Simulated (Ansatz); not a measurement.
# CH6ClSi2 radical: basis-set convergence

An exercise on one series of results from a longer session: the logs are not shown, and one member is left open.

Method: one geometry, several basis sets; program: Ansatz 0.2.0, Gaussian basis.

Levels to be run: PBE0-D4/def2-SVP; ωB97M-V/def2-SVP; PBE0-D4/def2-QZVPP; ωB97M-V/def2-QZVPP; the functionals' def2-TZVPP values are taken from earlier runs.

## Structure used throughout

All runs share one geometry, relaxed beforehand with PBE0-D4 in a triple-zeta def2 set.

SMILES `C[Si]([SiH3])Cl`, 10 atoms, charge 0, spin multiplicity 2.

Atoms are counted from 1 here; the program's logs count them from 0.

Bond lengths: C1–Si2 1.872 Å, C1–H5 1.093 Å, C1–H6 1.094 Å, C1–H7 1.092 Å, Si2–Si3 2.338 Å, Si2–Cl4 2.073 Å, Si3–H8 1.485 Å, Si3–H9 1.490 Å, Si3–H10 1.489 Å. Angles: Si2–C1–H5 110.0°, Si2–C1–H6 110.4°, Si2–C1–H7 110.6°, H5–C1–H6 108.7°, H5–C1–H7 108.6°, H6–C1–H7 108.4°, C1–Si2–Si3 115.2°, C1–Si2–Cl4 108.2°, Si3–Si2–Cl4 108.6°, Si2–Si3–H8 109.0°, Si2–Si3–H9 112.4°, Si2–Si3–H10 108.4°, H8–Si3–H9 109.1°, H8–Si3–H10 109.2°, H9–Si3–H10 108.7°.

Set-up of the first run:

in.yaml

```yaml
crystal:
  periodic: [false, false, false]
  atoms:
    - {symbol: C, position_ang: [-0.817569, 1.375863, -0.759041]}
    - {symbol: Si, position_ang: [-0.393391, -0.447416, -0.745350]}
    - {symbol: Si, position_ang: [1.253532, -1.073924, 0.791396]}
    - {symbol: Cl, position_ang: [-2.123087, -1.512607, -0.329974]}
    - {symbol: H, position_ang: [0.078727, 1.966185, -0.964956]}
    - {symbol: H, position_ang: [-1.223459, 1.680834, 0.209710]}
    - {symbol: H, position_ang: [-1.561615, 1.592124, -1.528286]}
    - {symbol: H, position_ang: [1.490478, -2.535581, 0.676362]}
    - {symbol: H, position_ang: [0.871370, -0.750868, 2.195133]}
    - {symbol: H, position_ang: [2.508214, -0.345808, 0.457808]}
basis:
  gaussian: {orbitals: def2-SVP}
magnetization: {spin_polarized: true, initial_magnetization: 1}
hamiltonian: {xc: pbe0, dispersion: d4}
output: {orbitals: {seedname: orbitals}}
```

Among the steps run: PBE0-D4 in def2-SVP; ωB97M-V in def2-SVP; PBE0-D4 in def2-QZVPP; ωB97M-V in def2-QZVPP.

One table of the session follows, with a row left open; its other results are not shown here.

It belongs to the step «Functionals by basis». 

```
functional       basis  HOMO (eV)  LUMO (eV)
   PBE0-D4    def2-SVP      -5.86      -2.48
   PBE0-D4  def2-TZVPP      -5.91      -2.50
   PBE0-D4  def2-QZVPP      -5.94      -2.54
   ωB97M-V    def2-SVP      -7.53      -0.82
   ωB97M-V  def2-TZVPP          ?          ?
   ωB97M-V  def2-QZVPP      -7.64      -0.99
```

**Question.** Estimate the row for ωB97M-V, def2-TZVPP.

**Answer.** HOMO (eV): -7.61; LUMO (eV): -0.92. In the column «HOMO (eV)» it lies between ωB97M-V, def2-QZVPP (-7.64) and ωB97M-V, def2-SVP (-7.53).
